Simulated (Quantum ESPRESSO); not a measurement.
# WAu (F-43m) in Quantum ESPRESSO: settings compared

Aim: see how the results for WAu move with the level of theory and the settings. Levels: LDA, PBE, PBEsol. Tasks: phonons.

Program: Quantum ESPRESSO 7.5. These are calculated values, not measurements. Logs are shortened: lines on timing, memory, paths and dates and some standing lists are left out, and cuts for length are marked.

## (1) The structure

The structure is cubic, space group F-43m (No. 216). The conventional cell has a = 5.496 Å, b = 5.496 Å, c = 5.496 Å, α = 90.00°, β = 90.00°, γ = 90.00°. Around W (site symmetry -43m) lie 4 Au at 2.38 Å. Around Au (site symmetry -43m) lie 4 W at 2.38 Å.

The cell was built by a generator and needn't be a form met in nature.

## (2) Phonons, LDA

pw.in

```
&CONTROL
  calculation = 'scf'
  prefix = 'pwscf'
  outdir = './tmp'
  pseudo_dir = './pseudo'
  tprnfor = .true.
  tstress = .true.
  disk_io = 'low'
/
&SYSTEM
  ibrav = 0
  nat = 2
  ntyp = 2
  ecutwfc = 70
  nbnd = 24
  occupations = 'smearing'
  smearing = 'mv'
  degauss = 0.01469973
/
&ELECTRONS
  conv_thr = 4d-10
  electron_maxstep = 120
  mixing_beta = 0.5
/
ATOMIC_SPECIES
W    183.8400 W.upf
Au   196.9666 Au.upf
CELL_PARAMETERS angstrom
   0.0000000000    2.7479792600    2.7479792600
   2.7479792600    0.0000000000    2.7479792600
   2.7479792600    2.7479792600    0.0000000000
ATOMIC_POSITIONS crystal
W      0.0000000000    0.0000000000    0.0000000000
Au     0.7500000000    0.7500000000    0.7500000000
K_POINTS automatic
8 8 8 0 0 0
```

relax.in

```
&CONTROL
  calculation = 'vc-relax'
  prefix = 'pwscf'
  outdir = './tmp'
  pseudo_dir = './pseudo'
  tprnfor = .true.
  tstress = .true.
  disk_io = 'low'
  nstep = 40
  forc_conv_thr = 0.0001
  etot_conv_thr = 1d-06
/
&SYSTEM
  ibrav = 0
  nat = 2
  ntyp = 2
  ecutwfc = 70
  nbnd = 24
  occupations = 'smearing'
  smearing = 'mv'
  degauss = 0.01469973
/
&ELECTRONS
  conv_thr = 4d-10
  electron_maxstep = 120
  mixing_beta = 0.5
/
&IONS
  ion_dynamics = 'bfgs'
/
&CELL
  cell_dynamics = 'bfgs'
  press = 0
  press_conv_thr = 0.2
/
ATOMIC_SPECIES
W    183.8400 W.upf
Au   196.9666 Au.upf
CELL_PARAMETERS angstrom
   0.0000000000    2.7479792600    2.7479792600
   2.7479792600    0.0000000000    2.7479792600
   2.7479792600    2.7479792600    0.0000000000
ATOMIC_POSITIONS crystal
W      0.0000000000    0.0000000000    0.0000000000
Au     0.7500000000    0.7500000000    0.7500000000
K_POINTS automatic
8 8 8 0 0 0
```

scf2.in

```
&CONTROL
  calculation = 'scf'
  prefix = 'pwscf'
  outdir = './tmp'
  pseudo_dir = './pseudo'
  tprnfor = .true.
  tstress = .true.
  disk_io = 'low'
/
&SYSTEM
  ibrav = 0
  nat = 2
  ntyp = 2
  ecutwfc = 70
  nbnd = 24
  occupations = 'smearing'
  smearing = 'mv'
  degauss = 0.01469973
/
&ELECTRONS
  conv_thr = 1d-13
  electron_maxstep = 120
  mixing_beta = 0.5
  startingpot = 'file'
  startingwfc = 'file'
/
ATOMIC_SPECIES
W    183.8400 W.upf
Au   196.9666 Au.upf
CELL_PARAMETERS angstrom
   0.0000000000    2.8472007302    2.8472007302
   2.8472007302    0.0000000000    2.8472007302
   2.8472007302    2.8472007302    0.0000000000
ATOMIC_POSITIONS crystal
W      0.0000000000    0.0000000000    0.0000000000
Au     0.7500000000    0.7500000000    0.7500000000
K_POINTS automatic
8 8 8 0 0 0
```

ph.in

```
phonons of WAu
&INPUTPH
  prefix = 'pwscf'
  outdir = './tmp'
  tr2_ph = 1d-18
  fildyn = 'dyn'
  niter_ph = 90
  alpha_mix(1) = 0.4
/
0.0000000000 0.0000000000 0.0000000000
```

dynmat.in

```
&INPUT
  fildyn = 'dyn'
  asr = 'crystal'
  filout = 'dynmat.disp'
  fileig = 'dynmat.eig'
/
```

Potentials or basis: PseudoDojo 0.4.1 SR LDA standard.

The run is started by

```
$ OMP_NUM_THREADS=1 mpirun -n 4 pw.x -nk 4 -in pw.in > pw.out
$ OMP_NUM_THREADS=1 mpirun -n 4 pw.x -nk 4 -in relax.in > relax.out
$ OMP_NUM_THREADS=1 mpirun -n 4 pw.x -nk 4 -in scf2.in > scf2.out
$ OMP_NUM_THREADS=1 mpirun -n 4 ph.x -nk 4 -in ph.in > ph.out
$ OMP_NUM_THREADS=1 mpirun -n 1 dynmat.x -in dynmat.in > dynmat.out
```

pw.out:

```text
This program is part of the open-source Quantum ESPRESSO suite
     for quantum simulation of materials; please cite
[... 6 lines left out ...]
     using ibrav=0 with symmetry is DISCOURAGED, use correct ibrav instead

     K-points division:     npool     =       4
     Subspace diagonalization in iterative solution of the eigenvalue problem:
     a serial algorithm will be used

     G-vector sticks info
     --------------------
     sticks:   dense  smooth     PW     G-vecs:    dense   smooth      PW
     Sum        1039    1039    313                22219    22219    3695

     Using Slab Decomposition

     bravais-lattice index     =            0
     lattice parameter (alat)  =       7.3439  a.u.
     unit-cell volume          =     280.0702 (a.u.)^3
     number of atoms/cell      =            2
     number of atomic types    =            2
     number of electrons       =        33.00
     number of Kohn-Sham states=           24
     kinetic-energy cutoff     =      70.0000  Ry
     charge density cutoff     =     280.0000  Ry
     scf convergence threshold =      4.0E-10
     mixing beta               =       0.5000
     number of iterations used =            8  plain     mixing
     Exchange-correlation= SLA  PW   NOGX NOGC
                           (   1   4   0   0   0   0   0)

     celldm(1)=   7.343909  celldm(2)=   0.000000  celldm(3)=   0.000000
     celldm(4)=   0.000000  celldm(5)=   0.000000  celldm(6)=   0.000000

     crystal axes: (cart. coord. in units of alat)
               a(1) = (   0.000000   0.707107   0.707107 )
               a(2) = (   0.707107   0.000000   0.707107 )
               a(3) = (   0.707107   0.707107   0.000000 )

     reciprocal axes: (cart. coord. in units 2 pi/alat)
               b(1) = ( -0.707107  0.707107  0.707107 )
               b(2) = (  0.707107 -0.707107  0.707107 )
               b(3) = (  0.707107  0.707107 -0.707107 )

     PseudoPot. # 1 for W  read from file:
     W.upf
     Pseudo is Norm-conserving + core correction, Zval = 14.0
     Generated using ONCVPSP code by D. R. Hamann
     Using radial grid of 1380 points,  8 beta functions with:
                l(1) =   0
                l(2) =   0
                l(3) =   1
                l(4) =   1
                l(5) =   2
                l(6) =   2
                l(7) =   3
                l(8) =   3

     PseudoPot. # 2 for Au read from file:
     Au.upf
     Pseudo is Norm-conserving + core correction, Zval = 19.0
     Generated using ONCVPSP code by D. R. Hamann
     Using radial grid of 1324 points,  7 beta functions with:
                l(1) =   0
                l(2) =   0
                l(3) =   1
                l(4) =   1
                l(5) =   2
                l(6) =   2
                l(7) =   3

     atomic species   valence    mass     pseudopotential
     W                14.00   183.84000     W ( 1.00)
     Au               19.00   196.96660     Au( 1.00)

     24 Sym. Ops. (no inversion) found

   Cartesian axes

     site n.     atom                  positions (alat units)
         1        W      tau(   1) = (   0.0000000   0.0000000   0.0000000  )
         2        Au     tau(   2) = (   1.0606602   1.0606602   1.0606602  )

     number of k points=    29  Marzari-Vanderbilt smearing, width (Ry)=  0.0147
                       cart. coord. in units 2pi/alat
        k(    1) = (   0.0000000   0.0000000   0.0000000), wk =   0.0039062
        k(    2) = (   0.0883883   0.0883883  -0.0883883), wk =   0.0312500
        k(    3) = (   0.1767767   0.1767767  -0.1767767), wk =   0.0312500
        k(    4) = (   0.2651650   0.2651650  -0.2651650), wk =   0.0312500
        k(    5) = (  -0.3535534  -0.3535534   0.3535534), wk =   0.0156250
        k(    6) = (   0.1767767   0.0000000   0.0000000), wk =   0.0234375
[... 21 lines left out ...]
        k(   28) = (  -0.7071068   0.1767767  -0.0000000), wk =   0.0468750
        k(   29) = (  -0.7071068   0.3535534   0.0000000), wk =   0.0234375

     Dense  grid:    22219 G-vectors     FFT dimensions: (  40,  40,  40)

     Initial potential from superposition of free atoms

     starting charge      32.9995, renormalised to      33.0000
     Starting wfcs are   20 randomized atomic wfcs +    4 random wfcs

     Self-consistent Calculation

     iteration #  1     ecut=    70.00 Ry     beta= 0.50
     Davidson diagonalization with overlap
     ethr =  1.00E-02,  avg # of iterations =  5.4

     total energy              =    -446.35950756 Ry
     estimated scf accuracy    <       0.60764682 Ry

     iteration #  2     ecut=    70.00 Ry     beta= 0.50
     Davidson diagonalization with overlap
     ethr =  1.84E-03,  avg # of iterations =  2.0
[... 57 lines left out ...]
     total energy              =    -446.64123238 Ry
     estimated scf accuracy    <          1.2E-09 Ry

     iteration # 11     ecut=    70.00 Ry     beta= 0.50
     Davidson diagonalization with overlap
     ethr =  3.57E-12,  avg # of iterations =  1.2

     End of self-consistent calculation

          k = 0.0000 0.0000 0.0000 (  2733 PWs)   bands (ev):

   -91.7592 -57.9857 -42.9924 -42.9924 -42.9924 -22.2558 -22.2558 -22.2558
     7.5259   9.3986   9.3986   9.7406   9.7406   9.7406  15.1810  15.1810
    15.1810  18.1792  18.1792  25.2662  27.8490  27.8490  27.8490  27.8632

          k = 0.0884 0.0884-0.0884 (  2755 PWs)   bands (ev):

   -91.7592 -57.9861 -42.9927 -42.9927 -42.9915 -22.2597 -22.2548 -22.2548
     7.8060   9.3057   9.3057   9.6996   9.8643   9.8643  14.8602  15.2470
    15.2470  18.1123  18.1123  25.4593  26.0116  27.9492  27.9492  28.0830
[... 13 lines left out ...]
          k =-0.3536-0.3536 0.3536 (  2788 PWs)   bands (ev):

   -91.7592 -57.9885 -42.9944 -42.9944 -42.9864 -22.2817 -22.2491 -22.2491
     9.0101   9.5669   9.5669   9.6617   9.6617  10.4430  13.8537  15.8362
    15.8362  17.8619  17.8619  18.6401  24.9386  25.1177  25.1177  30.4778

          k = 0.1768 0.0000 0.0000 (  2750 PWs)   bands (ev):

   -91.7592 -57.9862 -42.9930 -42.9930 -42.9907 -22.2622 -22.2539 -22.2539
     7.9055   9.1125   9.5204   9.7292   9.7292   9.9466  14.6620  15.3506
    15.3506  17.9400  18.1835  25.6853  26.5258  26.8531  26.8531  27.9724

          k = 0.2652 0.0884-0.0884 (  2771 PWs)   bands (ev):

   -91.7592 -57.9870 -42.9938 -42.9938 -42.9886 -22.2696 -22.2524 -22.2516
     8.4855   9.0009   9.5407   9.6682   9.8060  10.0530  14.2204  15.4502
    15.6014  17.7015  18.1282  23.7262  25.5371  25.7464  26.3726  27.8018
[... 19 lines left out ...]
          k =-0.0884-0.2652 0.2652 (  2772 PWs)   bands (ev):

   -91.7591 -57.9877 -42.9950 -42.9936 -42.9870 -22.2734 -22.2516 -22.2514
     8.8925   9.0943   9.3996   9.6444   9.9613  10.1362  14.1473  15.3780
    15.5991  17.6814  18.1480  21.6613  24.0745  25.8350  26.6591  28.3683

          k = 0.0000-0.1768 0.1768 (  2764 PWs)   bands (ev):

   -91.7592 -57.9867 -42.9938 -42.9929 -42.9897 -22.2653 -22.2538 -22.2530
     8.2378   9.1182   9.3984   9.6834   9.8099  10.0543  14.5024  15.2597
    15.4379  17.8568  18.1637  24.6148  25.1436  26.3959  27.2475  28.5072

          k = 0.3536 0.0000 0.0000 (  2786 PWs)   bands (ev):

   -91.7592 -57.9876 -42.9946 -42.9946 -42.9866 -22.2773 -22.2493 -22.2493
     8.7200   9.0759   9.6852   9.6852   9.8412   9.9462  13.8398  15.9293
    15.9293  17.3427  18.0054  23.9869  23.9869  24.1592  25.7092  27.2235

          k = 0.4419 0.0884-0.0884 (  2767 PWs)   bands (ev):

   -91.7591 -57.9884 -42.9957 -42.9953 -42.9841 -22.2840 -22.2483 -22.2469
     8.7496   9.3593   9.6355   9.7512   9.9956  10.2131  13.6404  16.1075
    16.2249  17.2332  18.0097  21.2187  22.8306  23.0675  26.1403  28.0346
[... 7 lines left out ...]
          k =-0.0884-0.4419 0.4419 (  2767 PWs)   bands (ev):

   -91.7591 -57.9890 -42.9978 -42.9952 -42.9818 -22.2822 -22.2531 -22.2468
     8.8657   9.2781   9.3013   9.7294  10.2277  11.1383  14.4358  15.3984
    15.5998  17.9465  18.1766  18.8283  21.2182  23.2976  26.5332  30.3470

          k = 0.0000-0.3536 0.3536 (  2754 PWs)   bands (ev):

   -91.7591 -57.9885 -42.9970 -42.9943 -42.9838 -22.2777 -22.2531 -22.2491
     9.0402   9.1089   9.3588   9.6228  10.2465  10.5391  14.4418  15.2722
    15.4012  17.7266  18.2372  20.3791  21.7292  24.9681  26.4176  28.8482

          k = 0.5303-0.0000 0.0000 (  2782 PWs)   bands (ev):

   -91.7591 -57.9889 -42.9962 -42.9962 -42.9825 -22.2922 -22.2446 -22.2446
     8.6944   9.4872   9.6207   9.6207  10.2118  10.6415  13.3087  16.7045
    16.9950  16.9950  17.7074  21.0228  21.3601  21.3601  26.0819  27.5749

          k =-0.0884-0.6187 0.6187 (  2778 PWs)   bands (ev):

   -91.7591 -57.9893 -42.9971 -42.9965 -42.9810 -22.2941 -22.2454 -22.2436
     8.7751   9.1491   9.5557   9.7125  10.3164  11.4520  13.2199  16.2420
    17.1248  17.8323  18.0293  19.1924  20.5535  20.7100  26.7051  28.0683

          k = 0.0000-0.5303 0.5303 (  2784 PWs)   bands (ev):

   -91.7591 -57.9894 -42.9981 -42.9960 -42.9804 -22.2888 -22.2501 -22.2445
     8.7616   9.1590   9.4160   9.7798  10.3264  11.6034  13.7380  15.8123
    16.5978  17.7531  18.2081  18.8805  20.0249  21.5194  26.9670  29.9011

          k =-0.7071 0.0000 0.0000 (  2778 PWs)   bands (ev):

   -91.7591 -57.9894 -42.9968 -42.9968 -42.9808 -22.2983 -22.2427 -22.2427
     8.8411   9.1008   9.5889   9.5889  10.3855  11.8072  12.8421  16.4224
    17.5398  18.0327  18.0327  19.7006  19.7873  19.7873  26.4703  27.4905

          k = 0.3536 0.1768 0.0000 (  2766 PWs)   bands (ev):

   -91.7591 -57.9878 -42.9954 -42.9942 -42.9860 -22.2764 -22.2510 -22.2497
     8.8655   9.1050   9.4498   9.7568   9.9120  10.1400  13.9813  15.6645
    15.7199  17.4831  18.1416  22.2109  23.1436  24.9589  26.6712  27.9028

          k =-0.2652-0.4419 0.6187 (  2768 PWs)   bands (ev):

   -91.7591 -57.9886 -42.9968 -42.9949 -42.9833 -22.2809 -22.2522 -22.2474
     8.9585   9.1071   9.4240   9.8397  10.0764  10.6541  14.0635  15.4640
    15.8825  17.6378  18.2237  19.7459  22.1838  23.7284  26.6865  29.3679
[... 13 lines left out ...]
          k =-0.0884-0.4419 0.6187 (  2764 PWs)   bands (ev):

   -91.7591 -57.9893 -42.9979 -42.9962 -42.9804 -22.2866 -22.2526 -22.2439
     8.8142   9.0163   9.4452   9.9592  10.2172  11.4885  13.9480  15.3208
    16.8038  17.8695  18.3776  18.6764  20.2520  21.4058  27.7276  29.9184

          k = 0.0000-0.3536 0.5303 (  2754 PWs)   bands (ev):

   -91.7590 -57.9892 -42.9980 -42.9957 -42.9809 -22.2832 -22.2544 -22.2451
     8.8637   9.0256   9.4084   9.9251  10.2093  11.2975  14.4600  14.8965
    16.2879  17.8097  18.4187  19.0751  20.3120  22.2916  27.7231  29.9267

          k =-0.7071 0.1768-0.0000 (  2772 PWs)   bands (ev):

   -91.7591 -57.9894 -42.9974 -42.9968 -42.9802 -22.2930 -22.2480 -22.2427
     8.8367   8.9697   9.5199   9.8156  10.3393  11.7488  13.3110  15.8627
    17.3816  18.0778  18.3400  18.8603  19.5582  20.4745  27.5941  28.2377

          k =-0.7071 0.3536 0.0000 (  2780 PWs)   bands (ev):

   -91.7591 -57.9894 -42.9980 -42.9968 -42.9797 -22.2860 -22.2550 -22.2427
     8.8323   8.8826   9.4578  10.0902  10.2036  11.6886  14.2726  14.7658
    17.2624  18.1505  18.5617  18.8149  19.1270  20.6444  29.5737  29.8406

     the Fermi energy is    16.0510 ev

!    total energy              =    -446.64123238 Ry
     estimated scf accuracy    <          1.6E-11 Ry
     smearing contrib. (-TS)   =       0.00074226 Ry
     internal energy E=F+TS    =    -446.64197464 Ry

     The total energy is F=E-TS. E is the sum of the following terms:
     one-electron contribution =    -176.38745267 Ry
     hartree contribution      =      99.85798401 Ry
     xc contribution           =     -83.14550028 Ry
     ewald contribution        =    -286.96700570 Ry

     convergence has been achieved in  11 iterations

     Forces acting on atoms (cartesian axes, Ry/au):

     atom    1 type  1   force =     0.00000000    0.00000000    0.00000000
     atom    2 type  2   force =     0.00000000    0.00000000    0.00000000

     Total force =     0.000000     Total SCF correction =     0.000000

     Computing stress (Cartesian axis) and pressure

          total   stress  (Ry/bohr**3)                   (kbar)     P=      214.86
   0.00146060   0.00000000   0.00000000          214.86        0.00        0.00
   0.00000000   0.00146060  -0.00000000            0.00      214.86       -0.00
   0.00000000  -0.00000000   0.00146060            0.00       -0.00      214.86

=------------------------------------------------------------------------------=
   JOB DONE.
=------------------------------------------------------------------------------=
```

Run time: 5 min. Hardware: 4 MPI ranks of Arm Neoverse V2, shared host; peak memory 0.44 GiB.

Results:

* Free energy: -6077.1575 eV
* Relaxed volume: 23.08 Å³/atom
* Relaxed cell: a = 4.027 Å, b = 4.027 Å, c = 4.027 Å, α = 60.00°, β = 60.00°, γ = 60.00°
* Space group after relaxing (to 0.05 Å): F-43m (No. 216)
* Pressure after relaxing: 0.4 GPa
* Band gap on the k mesh: none (metal or under the smearing width)
* Highest phonon frequency at Γ: 202 cm⁻¹

The path:
```tsv
step	energy change (eV)	largest force (eV/Å)	pressure (GPa)	volume (Å³)
1	0.0000	0.0000	21.49	41.50
2	-0.2836	0.0000	-0.19	46.22
3	-0.2836	0.0000	-0.03	46.17
4	-0.2836	0.0000	0.00	46.16
```

Final structure:
```
W Au
1.0
     0.00000    2.84720    2.84720
     2.84720    0.00000    2.84720
     2.84720    2.84720    0.00000
W Au
1 1
Direct
  0.00000 0.00000 0.00000
  0.75000 0.75000 0.75000
```

Levels at points of the mesh, in eV from the Fermi level:
```tsv
k point	band 14	band 15	band 16	band 17	band 18	band 19	band 20	band 21
(0.00, 0.00, 0.00)	-5.86	-0.79	-0.79	-0.79	1.74	1.74	8.68	11.32
(0.00, 0.00, -0.50)	-5.21	-1.97	-0.24	-0.24	1.51	1.51	2.19	8.21
(0.00, -0.50, -0.50)	-4.12	-2.93	0.37	1.34	1.64	1.64	3.03	3.50
```

Phonon frequencies in cm⁻¹ (negative: imaginary):
| q point | frequencies |
| --- | --- |
| (0.000, 0.000, 0.000) | -1 -1 -1 202 202 202 |

Optical modes at Γ, degenerate ones joined:
```csv
cm⁻¹,components,symmetry,active in
202,3,T2,IR and Raman
```

Spin-orbit coupling is left out, which matters for the levels of Au, W.

[end of part 1 of 3]
